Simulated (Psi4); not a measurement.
# MgI2 (SMILES [I][Mg][I]) at MP3/def2-SVPD (core potential)

What is the energy change on altering one bond length of MgI2 at MP3/def2-SVPD (core potential)? 

The results are computed with Psi4 1.11.

5 further runs of the same task are left out: 3 that didn't finish, 2 set aside as unsound or not needed.

**1. The structure to begin with**

The species is MgI2 (3 atoms), meant as a singlet with charge 0. As SMILES, `[I][Mg][I]`. The shape comes from GFN2-xTB, which is rough for such elements, and wasn't checked as a minimum.

Bond lengths: Mg1–I2 2.591 Å, Mg1–I3 2.591 Å. Angles: I2–Mg1–I3 179.4°.

**2. The energy at MP3/def2-SVPD (core potential)**

i2mg.dat

```
memory 1600 MB

molecule {
  Mg    -0.007760    -0.004480    -0.000090
  I     -0.012950    -0.018580     2.591080
  I      0.020700     0.023060    -2.590990
  symmetry c1
}

set basis def2-SVPD
set puream true
set e_convergence 1e-09
set d_convergence 1e-08
set scf_type pk
set num_frozen_docc 9
set mp_type conv

result = energy('mp3')
```

The run is started by

```console
$ psi4 -n 1 i2mg.dat i2mg.out
```

i2mg.out:

```text
[...]
    !!!  WARNING: ECP capability is in beta. Please check occupations closely.  !!!
[...]
  Running in c1 symmetry.
[...]
  Nuclear repulsion =  186.351851141678054
[...]
  Multiplicity = 1
[...]
  Nalpha       = 31
  Nbeta        = 31
[...]
    Number of basis functions: 91
[...]
   @RHF iter   1:  -792.50931912313035   -5.15142e+00   1.00281e-02 ADIIS/DIIS
[...]
   @RHF iter  10:  -793.00837834615697   -8.18545e-12   4.93090e-09 DIIS
[...]
    Orbital Energies [Eh]
    ---------------------
    Doubly Occupied:
       1A    -49.138691     2A     -7.724689     3A     -7.724688
       4A     -5.576638     5A     -5.576637     6A     -5.571248
       7A     -5.571248     8A     -5.571247     9A     -5.571247
      10A     -3.875069    11A     -2.397461    12A     -2.396896
      13A     -2.396896    14A     -2.270995    15A     -2.270946
      16A     -2.268694    17A     -2.268694    18A     -2.268685
      19A     -2.268685    20A     -2.263351    21A     -2.263351
      22A     -2.263349    23A     -2.263349    24A     -0.877535
      25A     -0.874589    26A     -0.442655    27A     -0.409875
      28A     -0.379083    29A     -0.379082    30A     -0.373490
      31A     -0.373490
[...]
  @RHF Final Energy:  -793.00837834615697
   => Energetics <=
    Nuclear Repulsion Energy =            186.3518511416780541
    One-Electron Energy =               -1686.9753555352444891
    Two-Electron Energy =                 707.6151260474094897
    Total Energy =                       -793.0083783461569737
[...]
 Multipole Moments:
 ------------------------------------------------------------------------------------
     Multipole            Electronic (a.u.)      Nuclear  (a.u.)        Total (a.u.)
 ------------------------------------------------------------------------------------
 L = 1.  Multiply by 2.5417464519 to convert [e a0] to [Debye]
 Dipole X            :         -0.1480915            0.1687685            0.0206770
 Dipole Y            :          0.0014772           -0.0016957           -0.0002186
 Dipole Z            :          0.0000000           -0.0000000            0.0000000
 Magnitude           :                                                    0.0206782
[...]
	SCS-MP2 Total Energy (a.u.)        :  -793.26911269599111
	SOS-MP2 Total Energy (a.u.)        :  -793.25983136138132
[...]
	SOS-PI-MP2 Total Energy (a.u.)     :  -793.27917390101402
[...]
	MP2 Total Energy (a.u.)            :  -793.28767536521082
[...]
	SCS-MP3 Total Energy (a.u.)        :  -793.27303475625820
[...]
	MP3 Total Energy (a.u.)            :  -793.30336360627916
[...]
```

Run time: 8.7 s. Hardware: 1 thread of Intel Xeon Platinum 8488C (Sapphire Rapids), shared host; peak memory 0.58 GiB.

**3. The distorted shape**

job.json

```json
{
  "schema_name": "qcschema_input",
  "schema_version": 1,
  "molecule": {
    "schema_name": "qcschema_molecule",
    "schema_version": 2,
    "symbols": ["Mg", "I", "I"],
    "geometry": [-0.03079876, -0.02407889, 1.46872727, -0.04060643, -0.05072403, 6.36532891, 0.03911733, 0.04357708, -4.89626149],
    "molecular_charge": 0,
    "molecular_multiplicity": 1,
    "fix_symmetry": "c1"
  },
  "driver": "energy",
  "model": {
    "method": "mp3",
    "basis": "def2-SVPD"
  },
  "keywords": {
    "puream": true,
    "e_convergence": 1e-09,
    "d_convergence": 1e-08,
    "scf_type": "pk",
    "num_frozen_docc": 9,
    "mp_type": "conv"
  }
}
```

The run is started by

```console
$ psi4 --qcschema job.json -n 1 --memory 1600MB
```

stdout:

```text
[...]
    !!!  WARNING: ECP capability is in beta. Please check occupations closely.  !!!
[...]
  Running in c1 symmetry.
[...]
  Nuclear repulsion =  163.888328272145827
[...]
  Multiplicity = 1
[...]
  Nalpha       = 31
  Nbeta        = 31
[...]
    Number of basis functions: 91
[...]
   @RHF iter   1:  -792.38793809284084   -5.05271e+00   1.03637e-02 DIIS/ADIIS
[...]
   @RHF iter  12:  -792.96113780101416   -9.43601e-12   4.23938e-09 DIIS
[...]
    Orbital Energies [Eh]
    ---------------------
    Doubly Occupied:
       1A    -49.192848     2A     -7.745171     3A     -7.694693
       4A     -5.597593     5A     -5.591434     6A     -5.591434
       7A     -5.547153     8A     -5.540685     9A     -5.540685
      10A     -3.922649    11A     -2.445130    12A     -2.445130
      13A     -2.443748    14A     -2.291956    15A     -2.289397
      16A     -2.289397    17A     -2.283260    18A     -2.283260
      19A     -2.241026    20A     -2.238705    21A     -2.238705
      22A     -2.231997    23A     -2.231997    24A     -0.895173
      25A     -0.828932    26A     -0.449115    27A     -0.394415
      28A     -0.394415    29A     -0.359052    30A     -0.339012
      31A     -0.339012
[...]
  @RHF Final Energy:  -792.96113780101416
   => Energetics <=
    Nuclear Repulsion Energy =            163.8883282721458272
    One-Electron Energy =               -1641.8645770080388502
    Two-Electron Energy =                 685.0151109348788623
    Total Energy =                       -792.9611378010141607
[...]
 Multipole Moments:
 ------------------------------------------------------------------------------------
     Multipole            Electronic (a.u.)      Nuclear  (a.u.)        Total (a.u.)
 ------------------------------------------------------------------------------------
 L = 1.  Multiply by 2.5417464519 to convert [e a0] to [Debye]
 Dipole X            :         -0.2004844            0.2411541            0.0406697
 Dipole Y            :         -3.4118214            4.8801088            1.4682874
 Dipole Z            :          0.0000000           -0.0000000            0.0000000
 Magnitude           :                                                    1.4688506
[...]
	SCS-MP2 Total Energy (a.u.)        :  -793.22335055305871
	SOS-MP2 Total Energy (a.u.)        :  -793.21441262341261
[...]
	SOS-PI-MP2 Total Energy (a.u.)     :  -793.23389530205861
[...]
	MP2 Total Energy (a.u.)            :  -793.24122641235101
[...]
	SCS-MP3 Total Energy (a.u.)        :  -793.22733316635163
[...]
	MP3 Total Energy (a.u.)            :  -793.25715686552269
[...]
```

The result, in JSON:

```text
{
 "driver": "energy",
 "model": {
  "method": "mp3",
  "basis": "def2-SVPD"
 },
 "success": true,
 "return_result": -793.2571568655227,
 "properties": {
  "calcinfo_nbasis": 91,
  "calcinfo_nmo": 91,
  "calcinfo_nalpha": 31,
  "calcinfo_nbeta": 31,
  "calcinfo_natom": 3,
  "nuclear_repulsion_energy": 163.88832827214583,
  "return_energy": -793.2571568655227,
  "scf_one_electron_energy": -1641.8645770080389,
  "scf_two_electron_energy": 685.0151109348789,
  "scf_dipole_moment": [0.04066971441786307, 1.468287419732552, 6.873220544993e-09],
  "scf_total_energy": -792.9611378010142,
  "scf_iterations": 12,
  "mp2_same_spin_correlation_energy": -0.08526182487648717,
  "mp2_opposite_spin_correlation_energy": -0.1948267864603117,
  "mp2_singles_energy": 0.0,
  "mp2_doubles_energy": -0.28008861133679885,
  "mp2_correlation_energy": -0.2800886113368506,
  "mp2_total_energy": -793.241226412351
 }
}
```

Run time: 9 s. Hardware: 1 thread of Intel Xeon Platinum 8488C (Sapphire Rapids), shared host; peak memory 0.58 GiB.

**4. Results**

Level: MP3/def2-SVPD (core potential), 9 core orbitals frozen.

| quantity | value |
| --- | --- |
| first shape: total energy | -793.30336 Eh |
| first shape: HOMO energy (Hartree–Fock orbitals) | -10.16 eV |
| first shape: LUMO energy (Hartree–Fock orbitals) | 0.23 eV |
| first shape: HOMO–LUMO gap (Hartree–Fock orbitals) | 10.39 eV |
| first shape: correlation energy (9 core orbitals frozen) | -295.0 mEh |
| distorted shape: total energy | -793.25716 Eh |
| distorted shape: HOMO energy (Hartree–Fock orbitals) | -9.22 eV |
| distorted shape: LUMO energy (Hartree–Fock orbitals) | -1.04 eV |
| distorted shape: HOMO–LUMO gap (Hartree–Fock orbitals) | 8.18 eV |
| distorted shape: correlation energy (9 core orbitals frozen) | -296.0 mEh |
| energy change with the Mg1–I3 bond stretched from 2.591 to 3.369 Å | 1.257 eV |

What this shows: With the Mg1–I3 bond stretched from 2.591 to 3.369 Å the energy rises by 1.26 eV (29 kcal/mol). The first shape isn't relaxed at this level, so the change isn't measured from a minimum.
